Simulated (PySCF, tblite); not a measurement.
# C₃H₈O₂Si: geometry, infrared bands and NMR shifts

Wanted: the infrared bands and NMR shifts of C₃H₈O₂Si (`CC(=O)C[SiH2]O`), by calculation.

Programs: tblite 0.8.0 and PySCF 2.14.0, with density-fitted response routines of our own. Each step states its level of theory. These are calculated values for one molecule in the gas phase, unless marked as measured. Atoms count from 0, in the outputs and in this text.

## 1. The starting structure

14 atoms, charge 0, multiplicity 1; geometry from: force field or distance geometry start.

Bonds of the start (Å): C0–C1 1.52, C1–O2 1.22, C1–C3 1.51, C3–Si4 1.85, Si4–O5 1.66, C0–H6 1.09, C0–H7 1.10, C0–H8 1.09, C3–H9 1.11, C3–H10 1.10, Si4–H11 1.48, Si4–H12 1.48, O5–H13 0.98.

## 2. Optimising the geometry with GFN2-xTB

What the job is given:

```
{"job": {"kind": "relax", "xc": "GFN2-xTB", "basis": "xTB"}, "charge": 0, "multiplicity": 1}
C      2.113400     0.784200     0.278400
C      0.608700     0.684800     0.076000
O     -0.064400     1.684100    -0.081400
C      0.024500    -0.703400     0.157600
Si    -1.707600    -0.891500    -0.466300
O     -2.758500     0.226800     0.167000
H      2.618300     0.210400    -0.495900
H      2.419900     1.837500     0.200400
H      2.377300     0.412700     1.272700
H      0.059800    -1.017500     1.222000
H      0.673700    -1.387500    -0.401600
H     -2.213400    -2.251600    -0.160100
H     -1.720500    -0.736400    -1.937200
H     -2.431900     1.147000     0.116200
```

Started as:

```
$ OMP_NUM_THREADS=1 python probes_run.py task.json out
```

The driver reads the jobs from task.json and runs them one after another.

**Question.** This job is followed by: GFN2-xTB harmonic vibrations, gas phase; GIAO PBE0/pcSseg-1 NMR shielding, non-relativistic, gas phase. What will the session give for the following? strongest single infrared mode (GFN2-xTB); zero-point energy (GFN2-xTB); 13C shifts against TMS (PBE0/pcSseg-1); 1H shifts against TMS (PBE0/pcSseg-1, means over atoms taken as alike); 17O shifts against H2O (PBE0/pcSseg-1); 29Si shifts against TMS (PBE0/pcSseg-1).

The runs gave:

| quantity | value |
| --- | --- |
| strongest single infrared mode (GFN2-xTB) | 878 cm⁻¹, 435 km/mol |
| zero-point energy (GFN2-xTB) | 64.9 kcal/mol |
| 13C shifts against TMS (PBE0/pcSseg-1) | 216.6, 36.6, 35.0 ppm |
| 1H shifts against TMS (PBE0/pcSseg-1, means over atoms taken as alike) | 5.00, 3.23, 2.32, 2.28 ppm |
| 17O shifts against H2O (PBE0/pcSseg-1) | 644.6, 14.3 ppm |
| 29Si shifts against TMS (PBE0/pcSseg-1) | -30.9 ppm |

**Reading.** Relaxing lowered the energy by 0.288 eV in 84 steps; the close pair that moved most is C3–Si4, from 1.851 to 1.931 Å. No mode is imaginary among the 36: a minimum at this level. The strongest single mode, at 878 cm⁻¹, moves mainly H13. Unscaled tight-binding wavenumbers are off by several per cent, some by more. Its intensities can rank the bands wrongly. C1 (ketone carbonyl carbon) lies farthest downfield among carbon, at 216.6 ppm; the double bond to the heteroatom, with no lone-pair donor beside it, deshields it most. At PBE0/pcSseg-1: Shielding is most anisotropic at O2 (span 1197 ppm, paramagnetic term -712 ppm).
